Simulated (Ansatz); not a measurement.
# CHFI− (SMILES F[CH-]I): single points off equilibrium

The task here is to estimate one member of a computed series from the others.

Computed with Ansatz 0.2.0, Gaussian basis. Level: single points in def2-TZVPPD.

Correlated methods freeze the cores. Filled d shells of the heavier atoms are correlated. Core potentials replace the inner electrons past krypton, and spin-orbit coupling is left out.

**Starting geometry**

SMILES `F[CH-]I`, 4 atoms, charge -1, spin multiplicity 1.

Atoms are counted from 1 here; the program's logs count them from 0.

Bond lengths: F1–C2 1.440 Å, C2–I3 2.363 Å, C2–H4 1.092 Å. Angles: F1–C2–I3 102.7°, F1–C2–H4 110.7°, I3–C2–H4 96.2°.

As a file:

```xyz
4
charge -1, multiplicity 1
F    -0.1744   -1.1649    0.8087
C     0.4766   -0.3630   -0.1941
I    -1.2898    0.9737   -1.0169
H     1.0361    0.4527    0.2677
```

Set-up of the first run:

The input, run/in.yaml:

```yaml
crystal:
  periodic: [false, false, false]
  atoms:
    - {symbol: F, position_ang: [-0.174400, -1.164900, 0.808700]}
    - {symbol: C, position_ang: [0.476600, -0.363000, -0.194100]}
    - {symbol: I, position_ang: [-1.289800, 0.973700, -1.016900]}
    - {symbol: H, position_ang: [1.036100, 0.452700, 0.267700]}
basis:
  gaussian: {orbitals: "def2-TZVPPD.json"}
total_charge: -1
correlation: {method: ccsd_t}
output: {forces: true}
```

The basis file named in the input lies beside it (Basis Set Exchange, JSON).

No record of the launch command was kept for these runs.

Among the steps run: CCSD(T)/def2-TZVPPD; PBE0-D4/def2-TZVPPD; wB97M-V/def2-TZVPPD; r2SCAN-D4/def2-TZVPPD; PBE-D4/def2-TZVPPD; CAM-B3LYP-D4/def2-TZVPPD; LC-wPBE/def2-TZVPPD.

One table of the session follows, with a row left open; its other results are not shown here.

| method | RMS force component (eV/Å) | angle to CCSD(T) forces (°) |
| --- | --- | --- |
| CCSD(T) | 0.734 | reference |
| PBE0-D4 | ? | ? |
| wB97M-V | 0.723 | 8.0 |
| r2SCAN-D4 | 0.790 | 4.8 |
| PBE-D4 | 0.796 | 10.7 |
| CAM-B3LYP-D4 | 0.712 | 11.8 |
| LC-wPBE | 0.759 | 16.5 |

Estimate the missing values for PBE0-D4.

As computed: RMS force component (eV/Å): 0.794; angle to CCSD(T) forces (°): 12.2. In the column «RMS force component (eV/Å)» it lies between r2SCAN-D4 (0.790) and PBE-D4 (0.796).
